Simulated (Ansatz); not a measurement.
# PtSe2: the cost of one run

Program: Ansatz 0.2.0. Level of theory: DFT r2SCAN, scalar-relativistic, plane waves, PAW, and further levels as typed in the inputs. These are calculated values, not measurements.

### Step 1. The starting structure

It takes space group P-3m1 (No. 164, trigonal). The conventional cell has a = 3.727 Å, b = 3.727 Å, c = 26.248 Å, α = 90.00°, β = 90.00°, γ = 120.00°. Around Se (site symmetry 3m) lie 3 Pt at 2.53 Å. Pt (site symmetry 3m) has 6 Se at 2.52 to 2.53 Å as nearest neighbours. Se (site symmetry 3m) has 3 Pt at 2.52 Å as nearest neighbours.

As a file:

```cif
data_structure
_symmetry_space_group_name_H-M 'P 1'
_symmetry_Int_Tables_number 1
_cell_length_a 3.7270
_cell_length_b 3.7270
_cell_length_c 26.2480
_cell_angle_alpha 90.000
_cell_angle_beta 90.000
_cell_angle_gamma 120.000
_cell_volume 315.75
loop_
_atom_site_label
_atom_site_type_symbol
_atom_site_fract_x
_atom_site_fract_y
_atom_site_fract_z
_atom_site_occupancy
Se1 Se 0.66667 0.33333 0.34288 1
Pt1 Pt 0.00000 0.00000 0.39333 1
Se2 Se 0.33333 0.66667 0.44302 1
Se3 Se 0.66667 0.33333 0.55698 1
Pt2 Pt 0.00000 0.00000 0.60667 1
Se4 Se 0.33333 0.66667 0.65712 1
```

### Step 2. Single point: Pt2Se4 sheet, no spin

The input, input.yaml:

```yaml
crystal:
  lattice:
    - [3.727, 0.0, 0.0]
    - [-1.8635, 3.2276766799, 0.0]
    - [0.0, 0.0, 26.24801888]
  atoms:
    - { symbol: Se, position: [0.666667, 0.333333, 0.3428830207] }
    - { symbol: Pt, position: [1.0, 0.0, 0.3933252825] }
    - { symbol: Se, position: [0.333333, 0.666667, 0.4430211245] }
    - { symbol: Se, position: [0.666667, 0.333333, 0.5569788755] }
    - { symbol: Pt, position: [0.0, 1.0, 0.6066747175] }
    - { symbol: Se, position: [0.333333, 0.666667, 0.6571169793] }
  periodic: [true, true, false]
scf:
  occupations: { method: gaussian, width: 0.01 }
  n_extra_bands: 6
output:
  eigenvalues: true
  eigenstates:
    kpoints:
      - [0.0, 0.0, 0.0]
      - [0.125, 0.0, 0.0]
      - [0.2, 0.0, 0.0]
      - [0.225, 0.0, 0.0]
      - [0.25, 0.0, 0.0]
      - [0.275, 0.0, 0.0]
      - [0.3, 0.0, 0.0]
      - [0.05, 0.05, 0.0]
      - [0.083333, 0.083333, 0.0]
      - [0.116667, 0.116667, 0.0]
    top_band: c5
    e_range: [-2, 2.8]
  write_density: true
  write_potential: true
  elf: true
  volumetric_format: npy
kpoints:
  mp_grid: { grid: [10, 10, 1] }
hamiltonian:
  xc: r2scan
```

The run is started by

```console
ansatz run input.yaml --threads 8 --pin off --max-ram 28672MiB --backend cpu --events-out ev --progress --plain --runs-dir out
```

**Question.** How long does this run take on 8 threads of AMD EPYC 7R13 (Zen 3), shared host, and how much memory does it need?

About 14 s, with a peak of 2.8 GiB.
